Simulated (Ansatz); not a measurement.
# ClFH₂SSn: vertical ionisation energy

How much energy removes an electron from ClFH₂SSn at fixed geometry? The cation is run at each level and the neutral's energy taken from earlier runs.

Program: Ansatz 0.2.0, Gaussian basis. Level of theory: unrestricted cation, the program's frozen cores in correlated methods. These are calculated values, not measurements.

The runs, in order: UKS PBE-D4/def2-TZVPP; UKS r2SCAN-D4/def2-TZVPP; UKS PBE0-D4/def2-TZVPP; UKS B3LYP-D4/def2-TZVPP; UKS wB97X-V/def2-TZVPP; UKS wB97M-V/def2-TZVPP; UKS B2PLYP/def2-TZVPP; UHF-CCSD(T)/def2-TZVPP; UHF-MP2/def2-QZVPP; extrapolation to the limit; then −ε(HOMO) from the neutral's earlier runs with LDA (SPW92), PBE-D4, revPBE-D4, BLYP-D4, r2SCAN-D4, B97M-V, PBE0-D4, B3LYP-D4, r2SCANh-D4, r2SCAN0-D4, HSE06-D4, BHLYP-D4, CAM-B3LYP-D4, LC-ωPBE, ωB97X-V, ωB97M-V.

## (1) The geometry

All runs share one geometry, relaxed beforehand with PBE0-D4 in a triple-zeta def2 set. Sn takes the def2 core potential; no spin-orbit term is included.

6 atoms, charge 0, spin multiplicity 1.

Atoms are counted from 1 here; the program's logs count them from 0.

Bond lengths: F1–Sn2 1.911 Å, Sn2–S3 2.366 Å, Sn2–Cl4 2.307 Å, Sn2–H5 1.693 Å, S3–H6 1.345 Å. Angles: F1–Sn2–S3 108.3°, F1–Sn2–Cl4 102.9°, F1–Sn2–H5 107.5°, S3–Sn2–Cl4 109.8°, S3–Sn2–H5 115.2°, Cl4–Sn2–H5 112.3°, Sn2–S3–H6 92.0°.

## (2) Cation, UKS PBE-D4/def2-TZVPP

The input, in.yaml:

```yaml
crystal:
  periodic: [false, false, false]
  atoms:
    - {symbol: F, position_ang: [-1.817070, 0.320640, -0.819224]}
    - {symbol: Sn, position_ang: [0.043977, -0.034279, -0.570848]}
    - {symbol: S, position_ang: [0.793988, 1.204167, 1.300798]}
    - {symbol: Cl, position_ang: [0.076842, -2.288117, -0.081180]}
    - {symbol: H, position_ang: [0.828378, 0.318379, -2.028884]}
    - {symbol: H, position_ang: [0.115984, 0.415208, 2.153137]}
basis:
  gaussian: {orbitals: def2-TZVPP}
total_charge: 1
magnetization: {spin_polarized: true, initial_magnetization: 1}
hamiltonian: {xc: pbe, dispersion: d4}
```

Started as:

```
$ ansatz run in.yaml --threads 2 --pin off --events-out ev --progress --plain --max-ram 22528MiB --backend cpu
```

Further steps of the session: Cation, UKS r2SCAN-D4/def2-TZVPP; Cation, UKS PBE0-D4/def2-TZVPP; Cation, UKS B3LYP-D4/def2-TZVPP; Cation, UKS wB97X-V/def2-TZVPP; Cation, UKS wB97M-V/def2-TZVPP; Cation, UKS B2PLYP (frozen core)/def2-TZVPP; Cation, UHF-CCSD(T)/def2-TZVPP; Cation, UHF-MP2/def2-QZVPP.

Q: Predict the results of all the runs planned. Wanted: ionisation energy, CCSD(T)/CBS; nearest functional by difference; nearest −ε(HOMO); −ε(HOMO) of PBE; T1 of the cation.

The runs gave:

| quantity | value |
| --- | --- |
| ionisation energy, CCSD(T)/CBS | 10.67 eV |
| nearest functional by difference | ωB97X-V (-0.11 eV) |
| nearest −ε(HOMO) | ωB97X-V (-0.01 eV) |
| −ε(HOMO) of PBE | 6.98 eV |
| T1 of the cation | 0.016 |

In words: Energy differences with functionals land within 0.52 eV of the reference. −ε(HOMO) of PBE misses by 3.7 eV, since self-interaction lifts the level. Among orbital estimates ωB97X-V comes nearest. Hartree-Fock falls 1.17 eV short, as the neutral has more correlation energy than the cation. Correlated methods include outer-core shells of Sn, which these sets cover unevenly. With outer-core shells in play the reference is unsure by up to some tenths of an eV, so close misses can't be ranked.
